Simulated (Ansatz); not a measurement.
# C2H4BrSi, SMILES C=C[SiH]Br: a polarisability from point charges

Computed with the Ansatz DFT code, driven from Python.

Typed at the interpreter:
```pycon
>>> import ansatz as az
>>> import numpy as np
>>> BASIS = "def2-SVPD"
>>> FUNCTIONAL = "pbe"
>>> geometry_ang = [
...     ("C", (0.1086, 1.3834, -0.1899)),
...     ("C", (0.1547, 0.2445, 0.4218)),
...     ("Si", (0.3343, -1.3907, -0.3842)),
...     ("Br", (-1.5411, -2.0338, -1.1186)),
...     ("H", (0.0931, 1.5204, -1.3012)),
...     ("H", (-0.0686, 2.3596, 0.369)),
...     ("H", (0.1371, 0.2109, 1.5102)),
...     ("H", (0.8742, -2.3515, 0.6371)),
... ]
>>> molecule = az.Crystal.molecule()
>>> for symbol, xyz in geometry_ang:
...     molecule = molecule.atom(symbol, xyz)
...
>>> job = (
...     molecule.calculation()
...     .basis(gaussian=BASIS)  # atom-centred Gaussian functions
...     .functional(FUNCTIONAL)  # exchange and correlation
...     .spin("collinear", total=1)  # spin-polarised run
...     .forces()
... )
>>> # charges +q and -q at -R and +R make a nearly even field 2 k q / R^2 at the centre
>>> centre = np.mean([site.position_ang for site in molecule.cartesian_sites], axis=0)
>>> field = 2 * 14.399645 * 3.0 / 30.0 ** 2
>>> def dipole(axis, sign):
...     arm = 30.0 * np.eye(3)[axis]
...     pair = [{"charge": sign * 3.0, "position_ang": (centre - arm).tolist()}, {"charge": -sign * 3.0, "position_ang": (centre + arm).tolist()}]
...     deck = job.input().set(az.key.basis.gaussian.point_charges, pair)
...     return np.array(az.Session.from_dict(deck).plan().execute().report["charge_distribution"]["dipole_moment_e_ang"])
...
>>> print(f"field {field:.4f} V/A")
field 0.0960 V/A
>>> alpha = np.array([(dipole(axis, 1) - dipole(axis, -1)) / (2 * field) * 14.399645 for axis in range(3)])

>>> print("polarisability tensor (A^3)")
polarisability tensor (A^3)
>>> print(np.array2string(alpha, precision=3, suppress_small=True))
[[10.932  0.968  1.026]
 [ 0.962 13.942  0.516]
 [ 1.02   0.507  9.994]]
>>> print(f"mean {np.trace(alpha) / 3:.3f} A^3 = {np.trace(alpha) / 3 / 0.14818471:.2f} bohr^3")
mean 11.623 A^3 = 78.43 bohr^3
```

Notes:
- The geometry is a force-field or estimated start, not a minimum of this method, and the basis set is short of its limit. The field of two point charges is only nearly even.
- The species is open-shell (spin multiplicity 2).
- Finished in 33 s on 1 thread of Intel(R) Xeon(R) Platinum 8488C (Sapphire Rapids) (shared host), peak memory 0.29 GiB.

(Lines on the test bed's own set-up are left out of the output.)
